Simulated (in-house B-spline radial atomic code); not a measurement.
# Ca³⁺: density, ELF and screening along the radius

Aim: the shell structure of Ca³⁺ in the radial density, the electron localisation function and the screened nuclear charge, under several settings.

The numbers are computed with in-house B-spline radial atomic code version 1 (several methods, spin-polarised, as named in each step; spherical all-electron atom at the radial basis limit), except any that are marked as measured or tabulated.

## (1) Starting point

- element: calcium (Z = 20)
- charge: +3
- electrons: 17
- configuration: [Ne] 3s2 3p5
- nucleus: point (non-relativistic runs) or finite (X2C runs)

The outer shells:

[Ne] 3s2 3p5
```
[Ne] core
3s [↑↓]
3p [↑↓][↑↓][↑ ]
```

Where spins are not typed, each open shell is filled with up spins first.

## (2) PBE, X2C

Settings of the run:

```ini
Z = 20
electrons = 17.0
configuration = [Ne] 3s2 3p5
hamiltonian = x2c
method = pbe,pbe
spin_polarised = True
nucleus = fermi
rms_radius = 3.4776
mass_number = 40
atomic_mass = 39.96259085
speed_of_light = 137.035999084
```

On the command line:

```bash
$ python run_scf.py task.json out
```

The settings of every run stand in task.json; they run in order.

## (3) Hartree-Fock, X2C

Changes to the settings of step 2:

```diff
@@ -4,3 +4,3 @@
 hamiltonian = x2c
-method = pbe,pbe
+method = hf
 spin_polarised = True
```

## (4) LDA (PW92), X2C

Changes to the settings of step 3:

```diff
@@ -4,3 +4,3 @@
 hamiltonian = x2c
-method = hf
+method = lda,pw
 spin_polarised = True
```

## (5) exchange-only LDA, X2C

Changes to the settings of step 4:

```diff
@@ -4,3 +4,3 @@
 hamiltonian = x2c
-method = lda,pw
+method = lda,
 spin_polarised = True
```

## (6) OLYP, X2C

Changes to the settings of step 5:

```diff
@@ -4,3 +4,3 @@
 hamiltonian = x2c
-method = lda,
+method = optx,lyp
 spin_polarised = True
```

How large is the system in each run, where do the shell borders lie, and what is the highest level?

The runs gave:

| run | total energy (hartree) | highest level (eV) | radius holding 50 / 90 / 99 % (bohr) | radius at n = 0.001 (bohr) | ELF minima on the full grid (bohr) |
| --- | --- | --- | --- | --- | --- |
| PBE, X2C | -677.7114 | -58.922 | 0.435 / 1.46 / 2.27 | 2.81 | 0.12, 0.60 |
| Hartree-Fock, X2C | -677.1967 | -66.722 | 0.434 / 1.46 / 2.27 | 2.81 | 0.12, 0.60 |
| LDA (PW92), X2C | -676.0500 | -59.040 | 0.435 / 1.46 / 2.27 | 2.81 | 0.12, 0.60 |
| exchange-only LDA, X2C | -674.6004 | -57.196 | 0.436 / 1.47 / 2.28 | 2.82 | 0.12, 0.60 |
| OLYP, X2C | -677.9980 | -59.004 | 0.434 / 1.45 / 2.27 | 2.82 | 0.12, 0.60 |

What this shows: In the first run ELF has 2 minima on the grid, which mark the borders between shells. On the record's full grid the screened charge (r times the electrostatic potential) falls from 19.9 near the nucleus to 3.00 at 4.2 bohr; far out it tends to the net charge, 3. The grid is coarse (about 19 % a step), so the places of minima are rough. For X2C runs ELF uses the non-relativistic kinetic energy density, and the fields carry no picture-change correction.
